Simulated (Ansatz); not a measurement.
# F3H3MoO3: up Jacob's ladder to CCSD(T)

The task here is to estimate one member of a computed series from the others.

The runs use Ansatz 0.2.0, Gaussian basis; functionals in def2-TZVPP, the program's frozen cores in correlated methods.

The runs, in order: PBE-D4, r2SCAN-D4, PBE0-D4, B3LYP-D4, ωB97X-V, ωB97M-V, B2PLYP; CCSD(T)/def2-TZVPP; MP2/def2-QZVPP; extrapolation to the limit.

## The relaxed structure

The geometry comes from an earlier relaxation with PBE0-D4 in a triple-zeta def2 set; it is a stationary point, not always the lowest conformer. Mo takes the def2 core potential; no spin-orbit term is included.

SMILES `[OH][Mo]([OH])([OH])([F])([F])[F]`, 10 atoms, charge 0, spin multiplicity 1.

Atoms are counted from 1 here; the program's logs count them from 0.

Bond lengths: O1–Mo2 1.849 Å, O1–H8 0.963 Å, Mo2–O3 1.849 Å, Mo2–O4 1.849 Å, Mo2–F5 1.866 Å, Mo2–F6 1.866 Å, Mo2–F7 1.866 Å, O3–H9 0.963 Å, O4–H10 0.963 Å. Angles: Mo2–O1–H8 122.0°, O1–Mo2–O3 92.7°, O1–Mo2–O4 92.7°, O1–Mo2–F5 100.6°, O1–Mo2–F6 82.8°, O1–Mo2–F7 166.2°, O3–Mo2–O4 92.7°, O3–Mo2–F5 166.2°, O3–Mo2–F6 100.6°, O3–Mo2–F7 82.8°, O4–Mo2–F5 82.8°, O4–Mo2–F6 166.1°, O4–Mo2–F7 100.5°, F5–Mo2–F6 85.1°, F5–Mo2–F7 85.1°, F6–Mo2–F7 85.1°, Mo2–O3–H9 122.0°, Mo2–O4–H10 122.0°.

Set-up of the first run:

in.yaml reads:

```yaml
crystal:
  periodic: [false, false, false]
  atoms:
    - {symbol: O, position_ang: [-1.294219, -0.298471, -1.141201]}
    - {symbol: Mo, position_ang: [-0.046415, 0.025279, 0.184310]}
    - {symbol: O, position_ang: [1.063497, -1.330132, -0.407347]}
    - {symbol: O, position_ang: [0.827657, 1.302645, -0.827323]}
    - {symbol: F, position_ang: [-0.797824, 1.524793, 1.002607]}
    - {symbol: F, position_ang: [-1.248162, -0.947920, 1.228929]}
    - {symbol: F, position_ang: [1.061773, -0.039471, 1.684419]}
    - {symbol: H, position_ang: [-2.034228, -0.901344, -1.010038]}
    - {symbol: H, position_ang: [1.868543, -1.572745, 0.063103]}
    - {symbol: H, position_ang: [0.599368, 2.237356, -0.777449]}
basis:
  gaussian: {orbitals: def2-TZVPP}
hamiltonian: {xc: pbe, dispersion: d4}
output: {forces: true, orbitals: {seedname: orbitals}}
```

Launch:

```sh
$ ansatz run in.yaml --threads 2 --pin off --events-out ev --progress --plain --max-ram 32768MiB --backend cuda --devices 0, --max-vram 18GiB
```

Among the steps run: PBE-D4 (GGA); r2SCAN-D4 (meta-GGA); PBE0-D4 (hybrid); B3LYP-D4 (hybrid); ωB97X-V (range-separated); ωB97M-V (range-separated); B2PLYP (double hybrid).

One table of the session follows, with a row left open; its other results are not shown here.

It belongs to the step «Frontier levels by functional». 

```
functional  HOMO (eV)  LUMO (eV)  gap (eV)
    PBE-D4      -8.44      -4.55      3.89
 r2SCAN-D4      -8.89      -4.66      4.23
   PBE0-D4          ?          ?         ?
  B3LYP-D4      -9.97      -4.28      5.69
   ωB97X-V     -12.70      -1.92     10.78
   ωB97M-V     -12.65      -1.94     10.71
```

**Question.** Estimate the row for PBE0-D4.

**Answer.** HOMO (eV): -10.24; LUMO (eV): -4.05; gap (eV): 6.19. In the column «HOMO (eV)» it lies between ωB97M-V (-12.65) and B3LYP-D4 (-9.97).
